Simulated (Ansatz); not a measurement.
**NiMoIrPdW: band structure with PBE**

NiMoIrPdW:

```
CELL_PARAMETERS angstrom
-1.37004 1.37004 9.71647
1.37004 -1.37004 9.71647
1.37004 1.37004 -9.71647
ATOMIC_POSITIONS crystal
Ni 0.19862 0.19862 0.00000
Mo 0.60922 0.60922 0.00000
Pd 0.79310 0.79310 0.00000
Ir 0.39944 0.39944 0.00000
W 0.99565 0.99565 0.00000
```

The cell was built by a generator and needn't be a form met in nature.

```yaml
Program: Ansatz 0.2.0
Task: band structure
Functional: PBE
Potentials_or_basis: Ansatz PAW
Cutoff: "420 eV (not typed: the program's choice for these potentials)"
k_mesh: 13 × 13 × 13
Occupations: fermi-dirac, width 0.05 eV
Spin: collinear spin, ferromagnetic start
Starting_moments: "[1.0, 1.0, 0.0, 0.6, 0.0] μB"
Path: "[[\"G\", \"X\", \"Y\", \"S\", \"G\", \"Z\", \"S1\", \"N\", \"P\", \"Y1\", \"Z\"], [\"X\", \"P\"]]"
Points_for_each_segment_of_the_path: 14
```

* Pressure: 0.0 GPa
* Largest force: 0.032 eV/Å
* Band gap on the k mesh: none (metal or under the smearing width)
* Net moment: 0.00 μB per cell
* Absolute moment: 0.00 μB per cell

Forces in eV/Å, atoms in the order of the input:
```
Ni   0.000  0.000 -0.032
Mo   0.000  0.000  0.012
Pd   0.000  0.000  0.005
Ir   0.000  0.000 -0.003
W    0.000  0.000  0.018
```

Stress tensor (GPa, compression positive):
```
-0.07  0.00  0.00
 0.00 -0.07  0.00
 0.00  0.00  0.05
```

Levels at the corners of the path, in eV from the Fermi level:
Spin up:
```
point  band 38  band 39  band 40  band 41  band 42  band 43
    Γ    -0.89    -0.89    -0.64     0.15     0.25     1.16
    X     0.16     0.29     1.93     1.94     2.38     2.77
    Y     0.14     0.29     1.85     2.00     2.38     2.77
    S    -1.06    -0.76    -0.50     0.13     0.70     0.83
    Γ    -0.89    -0.89    -0.64     0.15     0.25     1.16
    Z    -0.69    -0.69    -0.65    -0.04     0.25     0.31
   S1    -1.06    -0.76    -0.50     0.13     0.70     0.83
    N    -1.09    -0.86    -0.76     0.38     0.64     0.83
    P     0.16     1.08     1.08     1.94     2.38     2.77
   Y1     0.14     0.29     1.85     2.00     2.38     2.77
    Z    -0.69    -0.69    -0.65    -0.04     0.25     0.31
    X     0.16     0.29     1.93     1.94     2.38     2.77
    P     0.16     1.08     1.08     1.94     2.38     2.77
```
Spin down:
| point | band 37 | band 38 | band 39 | band 40 | band 41 | band 42 | band 43 | band 44 |
| --- | --- | --- | --- | --- | --- | --- | --- | --- |
| Γ | -1.02 | -0.89 | -0.89 | -0.64 | 0.15 | 0.25 | 1.16 | 1.28 |
| X | 0.12 | 0.16 | 0.29 | 1.93 | 1.94 | 2.38 | 2.77 | 2.89 |
| Y | 0.11 | 0.14 | 0.29 | 1.85 | 2.00 | 2.38 | 2.77 | 2.90 |
| S | -1.41 | -1.06 | -0.76 | -0.50 | 0.13 | 0.70 | 0.83 | 1.35 |
| Γ | -1.02 | -0.89 | -0.89 | -0.64 | 0.15 | 0.25 | 1.16 | 1.28 |
| Z | -1.13 | -0.69 | -0.69 | -0.65 | -0.04 | 0.25 | 0.31 | 1.11 |
| S1 | -1.41 | -1.06 | -0.76 | -0.50 | 0.13 | 0.70 | 0.83 | 1.35 |
| N | -1.16 | -1.09 | -0.86 | -0.76 | 0.38 | 0.64 | 0.83 | 1.24 |
| P | 0.12 | 0.16 | 1.08 | 1.08 | 1.94 | 2.38 | 2.77 | 3.82 |
| Y1 | 0.11 | 0.14 | 0.29 | 1.85 | 2.00 | 2.38 | 2.77 | 2.90 |
| Z | -1.13 | -0.69 | -0.69 | -0.65 | -0.04 | 0.25 | 0.31 | 1.11 |
| X | 0.12 | 0.16 | 0.29 | 1.93 | 1.94 | 2.38 | 2.77 | 2.89 |
| P | 0.12 | 0.16 | 1.08 | 1.08 | 1.94 | 2.38 | 2.77 | 3.82 |

Wall time 2 min on 1 × NVIDIA H100 80GB HBM3 with 2 threads of AMD EPYC 7R13 Processor (Zen 3) (shared host), peak memory 1.4 GiB.

Caveat: spin-orbit coupling is left out, which moves the levels of the heavy elements; the starting moments weren't kept.
